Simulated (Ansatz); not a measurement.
# C2H3AlO: the cost of one run

Program: the Python package of Ansatz 0.2.0. Level of theory: CAM-B3LYP/def2-SVP. These are calculated values, not measurements.

## Step 1: The structure

Bond lengths: C1–C2 1.184 Å, C2–Al3 1.916 Å, Al3–O4 1.925 Å, C1–H5 1.085 Å, Al3–H6 1.613 Å, O4–H7 0.977 Å. Angles: C1–C2–Al3 177.5°, C2–C1–H5 173.7°, C2–Al3–O4 121.3°, C2–Al3–H6 121.6°, O4–Al3–H6 117.1°, Al3–O4–H7 101.5°.

No structure file is read: the coordinates are typed or built in the script.

## Step 2: The script

Input file field.py:

```python
"""Response of C2H3AlO to a pair of distant point charges."""

import ansatz as az
import numpy as np

GEOMETRY = """
C    -1.90050   -1.12360   -0.26280
C    -0.97270   -0.44470    0.01890
Al    0.57630    0.58490    0.47930
O     2.32580    0.10030   -0.16120
H    -2.80740   -1.64510   -0.55070
H     0.47650    1.87710    1.44010
H     2.36320    0.58300   -1.00930
"""


def main() -> None:
    system = az.Crystal.molecule()
    for line in GEOMETRY.strip().splitlines():
        symbol, *xyz = line.split()
        system = system.atom(symbol, [float(v) for v in xyz])

    job = (
        system.calculation()
        .basis(gaussian="def2-SVP")
        .functional("CAM-B3LYP")
        .forces()
    )
    # charges +q and -q at -R and +R make a nearly even field 2 k q / R^2 at the centre
    centre = np.mean([site.position_ang for site in system.cartesian_sites], axis=0)
    field = 2 * 14.399645 * 2.0 / 25.0 ** 2


    def dipole(axis, sign):
        arm = 25.0 * np.eye(3)[axis]
        pair = [{"charge": sign * 2.0, "position_ang": (centre - arm).tolist()}, {"charge": -sign * 2.0, "position_ang": (centre + arm).tolist()}]
        deck = job.input().set(az.key.basis.gaussian.point_charges, pair)
        return np.array(az.Session.from_dict(deck).plan().execute().report["charge_distribution"]["dipole_moment_e_ang"])


    print(f"field {field:.4f} V/A")
    alpha = np.array([(dipole(axis, 1) - dipole(axis, -1)) / (2 * field) * 14.399645 for axis in range(3)])
    print("polarisability tensor (A^3)")
    print(np.array2string(alpha, precision=3, suppress_small=True))
    print(f"mean {np.trace(alpha) / 3:.3f} A^3 = {np.trace(alpha) / 3 / 0.14818471:.2f} bohr^3")


if __name__ == "__main__":
    main()
```

## Step 3: The calls as engine input

The engine receives this input (first run):

```yaml
crystal:
  periodic: [false, false, false]
  atoms:
    - { symbol: C, position_ang: [-1.9005, -1.1236, -0.2628] }
    - { symbol: C, position_ang: [-0.9727, -0.4447, 0.0189] }
    - { symbol: Al, position_ang: [0.5763, 0.5849, 0.4793] }
    - { symbol: O, position_ang: [2.3258, 0.1003, -0.1612] }
    - { symbol: H, position_ang: [-2.8074, -1.6451, -0.5507] }
    - { symbol: H, position_ang: [0.4765, 1.8771, 1.4401] }
    - { symbol: H, position_ang: [2.3632, 0.583, -1.0093] }
basis:
  gaussian:
    orbitals: def2-SVP
    point_charges:
      - { charge: 2.0, position_ang: [-24.991257142857144, -0.009728571428571435, -0.006528571428571439] }
      - { charge: -2.0, position_ang: [25.008742857142856, -0.009728571428571435, -0.006528571428571439] }
hamiltonian:
  xc: cam_b3lyp
output:
  forces: true
```

## Step 4: Running it

Run with:

```sh
$ python field.py
```

**Question.** How long does this script take on 1 thread of Arm Neoverse V1, shared host, and how much memory does it need?

About 15 s, with a peak of 0.21 GiB.
